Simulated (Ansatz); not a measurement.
# Cr: the cost of one run

Computed with Ansatz 0.2 development build (DFT, PBE, PAW, task relax, unless a step's input says otherwise).

### 1 The system as given

It takes space group Im-3m (No. 229, cubic). Conventional cell: a = 2.948 Å, b = 2.948 Å, c = 2.948 Å, α = 90.00°, β = 90.00°, γ = 90.00°. Around Cr (site symmetry m-3m) lie 8 Cr at 2.55 Å.

As a file:

```cif
data_structure
_symmetry_space_group_name_H-M 'Im-3m'
_symmetry_Int_Tables_number 229
_cell_length_a 2.9478
_cell_length_b 2.9478
_cell_length_c 2.9478
_cell_angle_alpha 90.000
_cell_angle_beta 90.000
_cell_angle_gamma 90.000
_cell_volume 25.61
loop_
_atom_site_label
_atom_site_type_symbol
_atom_site_symmetry_multiplicity
_atom_site_Wyckoff_symbol
_atom_site_fract_x
_atom_site_fract_y
_atom_site_fract_z
_atom_site_occupancy
Cr1 Cr 2 a 0.00000 0.00000 0.00000 1
```

### 2 The run

input.yaml reads:

```yaml
crystal:
  lattice:
    - [2.9478, 0.0, 0.0]
    - [0.0, 2.9478, 0.0]
    - [0.0, 0.0, 2.9478]
  atoms:
    - { symbol: Cr, position: [0.0, 0.0, 0.0], spin: 0.002 }
    - { symbol: Cr, position: [0.5, 0.5, 0.5], spin: -0.002 }
hamiltonian:
  xc: pbe
  pseudopotentials: { kind: paw }
  dispersion: none
kpoints:
  mp_grid: { kspacing: 0.1 }
magnetization:
  spin_polarized: true
relax:
  cell: {}
scf:
  occupations: { method: fermi_dirac, width: "0.1 eV" }
  lower_state_search: standard
```

Started as:

```console
$ ansatz run input.yaml --threads 4 --max-ram=10GiB --backend cpu --events-out ev
```

**Question.** How long does this run take on 4 threads of Arm Neoverse V2 (Grace), shared host, and how much memory does it need?

About 6.3 min, with a peak of 1.2 GiB.
